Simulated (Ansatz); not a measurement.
**YbTl3 (AuCu3 type): a single-point run**

Wanted: a converged single-point run for YbTl3 (AuCu3 type), and a check of what comes out. The structure is shown as the input types it.

Method: DFT PBE, scalar-relativistic, plane waves, PAW, in Ansatz 0.2.0.

**1. The system as given**

Symmetry: Pm-3m, No. 221, cubic system. The conventional cell has a = 4.613 Å, b = 4.613 Å, c = 4.613 Å, α = 90.00°, β = 90.00°, γ = 90.00°. Yb (site symmetry m-3m) has 12 Tl at 3.26 Å as nearest neighbours. Tl (site symmetry 4/mmm) has 4 Yb at 3.26 Å and 8 Tl at 3.26 Å as nearest neighbours.

The input asks for a charge of -4 e on the cell.

As a file:

```cif
data_structure
_symmetry_space_group_name_H-M 'P 1'
_symmetry_Int_Tables_number 1
_cell_length_a 4.6130
_cell_length_b 4.6130
_cell_length_c 4.6130
_cell_angle_alpha 90.000
_cell_angle_beta 90.000
_cell_angle_gamma 90.000
_cell_volume 98.16
loop_
_atom_site_label
_atom_site_type_symbol
_atom_site_fract_x
_atom_site_fract_y
_atom_site_fract_z
_atom_site_occupancy
Yb1 Yb 0.00000 0.00000 0.00000 1
Tl1 Tl 0.00000 0.50000 0.50000 1
Tl2 Tl 0.50000 0.50000 0.00000 1
Tl3 Tl 0.50000 0.00000 0.50000 1
```

**2. The run**

File input.yaml:

```yaml
crystal:
  lattice:
    - [4.6130004011, 0.0, 0.0]
    - [0.0, 4.6130004011, 0.0]
    - [0.0, 0.0, 4.6130004011]
  atoms:
    - { symbol: Yb, position: [0.0, 0.0, 0.0] }
    - { symbol: Tl, position: [0.0, 0.5, 0.5] }
    - { symbol: Tl, position: [0.5, 0.5, 0.0] }
    - { symbol: Tl, position: [0.5, 0.0, 0.5] }
basis:
  ecutwfc: 420
  ecutrho_ratio: 4
kpoints:
  mp_grid: { grid: [6, 6, 6] }
hamiltonian:
  xc: pbe
scf:
  occupations: { method: gaussian, width: 0.05 }
  max_iter: 75
output:
  forces: true
  stress: true
total_charge: -4
```

Run with:

```console
> ansatz run input.yaml --threads 4 --pin off --max-ram 6144MiB --backend cpu --events-out ev --progress --plain --runs-dir out
```

What happens when this is run?

The program finished normally. Convergence says nothing about whether the input makes sense.

In the input, total_charge is -4. With this charge the calculation describes a differently charged system.

To check: delete total_charge (the default then holds).
